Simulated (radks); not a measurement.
# Polarisabilities and dispersion coefficients of Ga, Ga⁺, Ga²⁺ and others

The task here is to estimate one member of a computed series from the others.

The numbers are computed with radks (a radial shooting solver on a logarithmic mesh, Libxc functionals) version 1 (scalar-relativistic Kohn-Sham, LDA (Slater exchange, VWN5 correlation), spin-polarised, spherical densities, finite nucleus; open shells are filled with parallel spins first), except any that are marked as measured or tabulated.

## What is computed

```
species : Ga ([Ar] 3d10 4s2 4p1), Ga⁺ ([Ar] 3d10 4s2), Ga²⁺ ([Ar] 3d10 4s1), Ga³⁺ ([Ar] 3d10), Ga⁴⁺ ([Ar] 3d9), Ga⁵⁺ ([Ar] 3d8), Ga⁶⁺ ([Ar] 3d7)
```

The first run:

Settings of this run:

```text
Z 31
configuration [Ar] 3d10 4s2 4p1
relativity scalar-relativistic
functional lda,vwn5
spin polarised
nucleus finite rms 3.9973 fm
c 137.035999084
response adiabatic LDA kernel
```

Steps of the session up to this table: Ga, [Ar] 3d10 4s2 4p1; Ga⁺, [Ar] 3d10 4s2; Ga²⁺, [Ar] 3d10 4s1; Ga³⁺, [Ar] 3d10; Ga⁴⁺, [Ar] 3d9; Ga⁵⁺, [Ar] 3d8; Ga⁶⁺, [Ar] 3d7.

One table of the session follows, with a row left open; its other results are not shown here.

```
species  −ε(HOMO) (eV)  α (bohr³)  α uncoupled (bohr³)  C6 (hartree bohr⁶)
     Ga          2.965      59.45                79.57               485.5
    Ga⁺              ?          ?                    ?                   ?
   Ga²⁺         27.027      8.888                12.21               27.38
   Ga³⁺         52.859      1.491                1.838               3.349
   Ga⁴⁺         75.421     0.9227                1.116               1.800
   Ga⁵⁺         100.27     0.6304               0.7604               1.081
   Ga⁶⁺         127.14     0.4650               0.5665              0.7036
```

Estimate the missing values for Ga⁺.

As computed: −ε(HOMO) (eV): 16.655; α (bohr³): 16.70; α uncoupled (bohr³): 29.57; C6 (hartree bohr⁶): 83.50. In the column «−ε(HOMO) (eV)» it lies between Ga (2.965) and Ga²⁺ (27.027).

In words: Uncoupled leaves out the potential induced by the response; Ga is the most polarisable and Ga⁶⁺ the least, a factor 128 apart. C8 is given only where no p, d or f shell is open. For heavy and open-shell atoms this level can miss by tens of per cent.
